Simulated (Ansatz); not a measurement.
**CH7BGeO2: a ladder of functionals and wavefunction methods**

An exercise on one series of results from a longer session: the logs are not shown, and one member is left open.

Method: functionals in def2-TZVPP, the program's frozen cores in correlated methods; program: Ansatz 0.2.0, Gaussian basis.

Plan: PBE-D4, r2SCAN-D4, PBE0-D4, B3LYP-D4, ωB97X-V, ωB97M-V, B2PLYP; CCSD(T)/def2-TZVPP; MP2/def2-QZVPP; extrapolation to the limit.

**The geometry**

An earlier PBE0-D4 in a triple-zeta def2 set relaxation fixed the geometry.

SMILES `[CH3][GeH]([OH])[BH]O`, 12 atoms, charge 0, spin multiplicity 1.

Atoms are counted from 1 here; the program's logs count them from 0.

Bond lengths: C1–Ge2 1.951 Å, C1–H6 1.091 Å, C1–H7 1.092 Å, C1–H8 1.091 Å, Ge2–O3 1.798 Å, Ge2–B4 2.090 Å, Ge2–H9 1.552 Å, O3–H10 0.959 Å, B4–O5 1.349 Å, B4–H11 1.201 Å, O5–H12 0.961 Å. Angles: Ge2–C1–H6 110.5°, Ge2–C1–H7 111.2°, Ge2–C1–H8 109.4°, H6–C1–H7 109.1°, H6–C1–H8 108.3°, H7–C1–H8 108.2°, C1–Ge2–O3 103.0°, C1–Ge2–B4 114.3°, C1–Ge2–H9 109.5°, O3–Ge2–B4 109.2°, O3–Ge2–H9 108.1°, B4–Ge2–H9 112.2°, Ge2–O3–H10 112.6°, Ge2–B4–O5 122.9°, Ge2–B4–H11 121.8°, O5–B4–H11 115.2°, B4–O5–H12 114.6°.

The first run:

in.yaml reads:

```yaml
crystal:
  periodic: [false, false, false]
  atoms:
    - {symbol: C, position_ang: [-1.085600, -0.521954, 1.198288]}
    - {symbol: Ge, position_ang: [0.579046, 0.132715, 0.419375]}
    - {symbol: O, position_ang: [1.647343, -1.312825, 0.478020]}
    - {symbol: B, position_ang: [0.405499, 0.779650, -1.560155]}
    - {symbol: O, position_ang: [-0.783737, 0.971741, -2.167717]}
    - {symbol: H, position_ang: [-1.511915, -1.312940, 0.578880]}
    - {symbol: H, position_ang: [-1.816599, 0.283050, 1.302346]}
    - {symbol: H, position_ang: [-0.886053, -0.932065, 2.188996]}
    - {symbol: H, position_ang: [1.189618, 1.222346, 1.341036]}
    - {symbol: H, position_ang: [2.518980, -1.142083, 0.115691]}
    - {symbol: H, position_ang: [1.369871, 0.988240, -2.244646]}
    - {symbol: H, position_ang: [-1.549652, 0.789022, -1.616213]}
basis:
  gaussian: {orbitals: def2-TZVPP}
hamiltonian: {xc: pbe, dispersion: d4}
output: {forces: true, orbitals: {seedname: orbitals}}
```

Run with:

```console
ansatz run in.yaml --threads 4 --pin off --events-out ev --progress --plain --max-ram 10444MiB
```

Steps of the session up to this table: PBE-D4 (GGA); r2SCAN-D4 (meta-GGA); PBE0-D4 (hybrid); B3LYP-D4 (hybrid); ωB97X-V (range-separated); ωB97M-V (range-separated); B2PLYP (double hybrid); CCSD(T) in def2-TZVPP; MP2 in def2-QZVPP.

One table of the session follows, with a row left open; its other results are not shown here.

| method | atomisation energy (kJ/mol) |
| --- | --- |
| PBE-D4 | ? |
| r2SCAN-D4 | 4364.7 |
| PBE0-D4 | 4329.7 |
| B3LYP-D4 | 4335.4 |
| ωB97X-V | 4358.0 |
| ωB97M-V | 4349.8 |
| B2PLYP | 4304.6 |
| HF/def2-TZVPP | 3163.3 |
| MP2/def2-TZVPP | 4331.7 |
| CCSD/def2-TZVPP | 4199.8 |
| CCSD(T)/def2-TZVPP | 4261.3 |
| MP2/CBS | 4431.1 |
| CCSD(T)/CBS | 4360.8 |

Estimate the missing values for PBE-D4.

As computed: atomisation energy (kJ/mol): 4408.8. In the column «atomisation energy (kJ/mol)» it lies between r2SCAN-D4 (4364.7) and MP2/CBS (4431.1).

To keep in mind: Free atoms (1 C, 1 Ge, 2 O, 1 B, 7 H) were run apart at each level; the atomisation energy is their sum less the molecule, without zero-point or spin-orbit terms.
